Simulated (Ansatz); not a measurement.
Run this with the Ansatz DFT code, driven from Python and show what comes out.

The script, `field.py`:
```python
"""Response of Cl2Ge2H4 to a pair of distant point charges."""

import ansatz as az
import numpy as np

geometry = (
    az.Crystal.molecule()
    .atom("Cl", (-1.1744, 2.0068, -1.5373))
    .atom("Ge", (0.3098, 1.1186, -0.2451))
    .atom("Ge", (-0.3329, -1.1293, 0.2828))
    .atom("Cl", (1.1823, -1.9942, 1.5894))
    .atom("H", (1.6368, 1.138, -0.9937))
    .atom("H", (0.3739, 1.9596, 1.0542))
    .atom("H", (-1.7023, -1.1391, 0.975))
    .atom("H", (-0.4083, -1.9259, -1.0253))
)

calc = geometry.calculation()
calc = calc.basis(gaussian="def2-SVPD").functional("CAM-B3LYP")
calc = calc.forces()
# charges +q and -q at -R and +R make a nearly even field 2 k q / R^2 at the centre
centre = np.mean([site.position_ang for site in geometry.cartesian_sites], axis=0)
field = 2 * 14.399645 * 3.0 / 25.0 ** 2


def dipole(axis, sign):
    arm = 25.0 * np.eye(3)[axis]
    pair = [{"charge": sign * 3.0, "position_ang": (centre - arm).tolist()}, {"charge": -sign * 3.0, "position_ang": (centre + arm).tolist()}]
    deck = calc.input().set(az.key.basis.gaussian.point_charges, pair)
    return np.array(az.Session.from_dict(deck).plan().execute().report["charge_distribution"]["dipole_moment_e_ang"])


print(f"field {field:.4f} V/A")
alpha = np.array([(dipole(axis, 1) - dipole(axis, -1)) / (2 * field) * 14.399645 for axis in range(3)])
print("polarisability tensor (A^3)")
print(np.array2string(alpha, precision=3, suppress_small=True))
print(f"mean {np.trace(alpha) / 3:.3f} A^3 = {np.trace(alpha) / 3 / 0.14818471:.2f} bohr^3")
```

`python field.py` gives:
```text
field 0.1382 V/A
polarisability tensor (A^3)
[[12.834 -0.852  1.442]
 [-0.876 15.217 -2.136]
 [ 1.465 -2.13  12.958]]
mean 13.669 A^3 = 92.25 bohr^3
```

The geometry is a force-field or estimated start, not a minimum of this method, and the basis set is short of its limit. The field of two point charges is only nearly even. Hardware and time: 120 s on 1 thread of Arm Neoverse V1, on a shared host, peak memory 0.7 GiB.

(Lines on the test bed's own set-up are left out of the output.)
